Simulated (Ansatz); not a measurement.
# Mg2ZnO3: the cost of one run

Computed with Ansatz 0.2.0 (DFT LDA, scalar-relativistic, plane waves, PAW, unless a step's input says otherwise).

1 further run of the same task is left out (it didn't finish).

## Step 1: Starting point

The structure is trigonal, space group P-3m1 (No. 164). Conventional cell: a = 2.959 Å, b = 2.959 Å, c = 7.212 Å, α = 90.00°, β = 90.00°, γ = 120.00°. Mg (site symmetry 3m) has 6 O at 2.07 to 2.09 Å as nearest neighbours. Around Zn (site symmetry -3m) lie 6 O at 2.11 Å. O (site symmetry 3m) has 3 Mg at 2.07 Å and 3 Zn at 2.11 Å as nearest neighbours. O (site symmetry -3m) has 6 Mg at 2.09 Å as nearest neighbours.

Coordinates:

```
Mg Zn O
1.0
     2.95880    0.00000    0.00000
    -1.47940    2.56239    0.00000
     0.00000    0.00000    7.21245
Mg Zn O
2 1 3
Direct
  0.33333 0.66667 0.66627
  0.66667 0.33333 0.33373
  0.00000 0.00000 0.00000
  0.33333 0.66667 0.17116
  0.66667 0.33333 0.82884
  0.00000 0.00000 0.50000
```

It goes back to an entry of the Materials Project, which need not be the stable form.

This cell was relaxed beforehand with the same method: volume 9.11 Å³/atom, gap on the mesh 3.37 eV.

## Step 2: The reference: the undisturbed cell on the scan's mesh

File input.yaml:

```yaml
crystal:
  lattice:
    - [2.9587961137, 0.0, 0.0]
    - [-1.4793980569, 2.5623925991, 0.0]
    - [0.0, 0.0, 7.2124455117]
  atoms:
    - { symbol: Mg, position: [0.3333333333, 0.6666666667, 0.666266726] }
    - { symbol: Mg, position: [0.6666666667, 0.3333333333, 0.333733274] }
    - { symbol: Zn, position: [0.0, 0.0, 0.0] }
    - { symbol: O, position: [0.3333333333, 0.6666666667, 0.1711569406] }
    - { symbol: O, position: [0.6666666667, 0.3333333333, 0.8288430594] }
    - { symbol: O, position: [0.0, 0.0, 0.5] }
basis:
  ecutwfc: 420
kpoints:
  mp_grid: { grid: [12, 12, 4] }
hamiltonian:
  xc: lda
scf:
  occupations: { method: gaussian, width: 0.05 }
output:
  forces: true
  stress: true
  eigenvalues: true
```

Run with:

```bash
ansatz run input.yaml --threads 1 --pin off --max-ram 2560MiB --backend cpu --events-out ev --progress --plain --runs-dir out
```

What time and memory should one allow on 1 thread of Arm Neoverse V1, shared host?

About 6.3 s, with a peak of 0.36 GiB.
